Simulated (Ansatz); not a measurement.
# CH3AlF2Si: a ladder of functionals and wavefunction methods

One table from this session's results is given with a row withheld; the runs are named, their logs left out.

The runs use Ansatz 0.2.0, Gaussian basis; functionals in def2-TZVPP, the program's frozen cores in correlated methods.

The runs, in order: LDA (SPW92), PBE-D4, revPBE-D4, BLYP-D4, r2SCAN-D4, B97M-V, PBE0-D4, B3LYP-D4, r2SCANh-D4, r2SCAN0-D4, HSE06-D4, BHLYP-D4, CAM-B3LYP-D4, LC-ωPBE, ωB97X-V, ωB97M-V, B2PLYP, PBE-QIDH; CCSD(T)/def2-SVP; CCSD(T)/def2-TZVPP; MP2/def2-QZVPP; extrapolation to the limit; RPA on PBE.

## The relaxed structure

The geometry comes from an earlier relaxation with PBE0-D4 in a triple-zeta def2 set; it is a stationary point, not always the lowest conformer.

SMILES `F[CH]1[SiH2][Al]1[F]`, 8 atoms, charge 0, spin multiplicity 1.

Atoms are counted from 1 here; the program's logs count them from 0.

Bond lengths: F1–C2 1.368 Å, C2–Si3 1.929 Å, C2–Al4 1.943 Å, C2–H6 1.117 Å, Si3–Al4 2.350 Å, Si3–H7 1.490 Å, Si3–H8 1.491 Å, Al4–F5 1.642 Å. Angles: F1–C2–Si3 125.4°, F1–C2–Al4 142.5°, F1–C2–H6 109.1°, Si3–C2–Al4 74.7°, Si3–C2–H6 101.5°, Al4–C2–H6 94.7°, C2–Si3–Al4 52.9°, C2–Si3–H7 121.6°, C2–Si3–H8 110.7°, Al4–Si3–H7 143.2°, Al4–Si3–H8 106.3°, H7–Si3–H8 108.6°, C2–Al4–Si3 52.4°, C2–Al4–F5 146.2°, Si3–Al4–F5 160.2°.

Geometry (Å):

```mol
CH3AlF2Si
  3D, bonds by distance, orders not assigned

  8  8  0  0  0  0  0  0  0  0999 V2000
   -1.1420    0.1151    1.8387 F   0  0
   -0.3615    0.3764    0.7464 C   0  0
    0.7632   -0.9049   -0.1558 Si  0  0
   -0.4529    0.8505   -1.1362 Al  0  0
   -1.2021    1.7620   -2.2786 F   0  0
    0.3754    1.1742    1.0067 H   0  0
    2.1061   -1.2752    0.3741 H   0  0
    0.0060   -2.1553   -0.4511 H   0  0
  1  2  8  0
  2  3  8  0
  3  4  8  0
  4  5  8  0
  2  6  8  0
  3  7  8  0
  3  8  8  0
  2  4  8  0
M  END
```

Set-up of the first run:

File in.yaml:

```yaml
crystal:
  periodic: [false, false, false]
  atoms:
    - {symbol: F, position_ang: [-1.141997, 0.115081, 1.838682]}
    - {symbol: C, position_ang: [-0.361489, 0.376445, 0.746354]}
    - {symbol: Si, position_ang: [0.763152, -0.904929, -0.155840]}
    - {symbol: Al, position_ang: [-0.452878, 0.850462, -1.136166]}
    - {symbol: F, position_ang: [-1.202082, 1.762047, -2.278579]}
    - {symbol: H, position_ang: [0.375368, 1.174154, 1.006743]}
    - {symbol: H, position_ang: [2.106077, -1.275167, 0.374105]}
    - {symbol: H, position_ang: [0.006049, -2.155295, -0.451100]}
basis:
  gaussian: {orbitals: def2-TZVPP}
hamiltonian: {xc: lda}
output: {orbitals: {seedname: orbitals}}
```

The run is started by

```console
ansatz run in.yaml --threads 2 --pin off --events-out ev --progress --plain --max-ram 4352MiB
```

Among the steps run: LDA; PBE-D4 (GGA); revPBE-D4 (GGA); BLYP-D4 (GGA); r2SCAN-D4 (meta-GGA); B97M-V (meta-GGA); PBE0-D4 (hybrid); B3LYP-D4 (hybrid); r2SCANh-D4 (hybrid); r2SCAN0-D4 (hybrid); HSE06-D4 (hybrid); BHLYP-D4 (hybrid); CAM-B3LYP-D4 (range-separated); LC-ωPBE (range-separated); ωB97X-V (range-separated); ωB97M-V (range-separated); B2PLYP (double hybrid); PBE-QIDH (double hybrid).

One of the session's tables, all rows but one given; the rest of the session is left out.

```
  functional  HOMO (eV)  LUMO (eV)  gap (eV)
 LDA (SPW92)      -5.97      -2.77      3.20
      PBE-D4      -5.83      -2.52      3.31
   revPBE-D4      -5.77      -2.41      3.36
     BLYP-D4      -5.70      -2.41      3.29
   r2SCAN-D4      -6.04      -2.25      3.79
      B97M-V      -6.11      -2.40      3.71
     PBE0-D4      -6.92      -1.75      5.17
    B3LYP-D4      -6.74      -1.96      4.77
  r2SCANh-D4      -6.45      -1.99      4.46
  r2SCAN0-D4      -7.06      -1.60      5.46
    HSE06-D4          ?          ?         ?
    BHLYP-D4      -7.89      -0.94      6.95
CAM-B3LYP-D4      -8.17      -0.80      7.37
     LC-ωPBE      -9.40       0.32      9.72
     ωB97X-V      -9.11       0.22      9.33
     ωB97M-V      -8.92      -0.06      8.87
```

Q: Estimate the row for HSE06-D4 from the others.

The run gave: HOMO (eV): -6.53; LUMO (eV): -2.12; gap (eV): 4.41. In the column «HOMO (eV)» it lies between B3LYP-D4 (-6.74) and r2SCANh-D4 (-6.45).
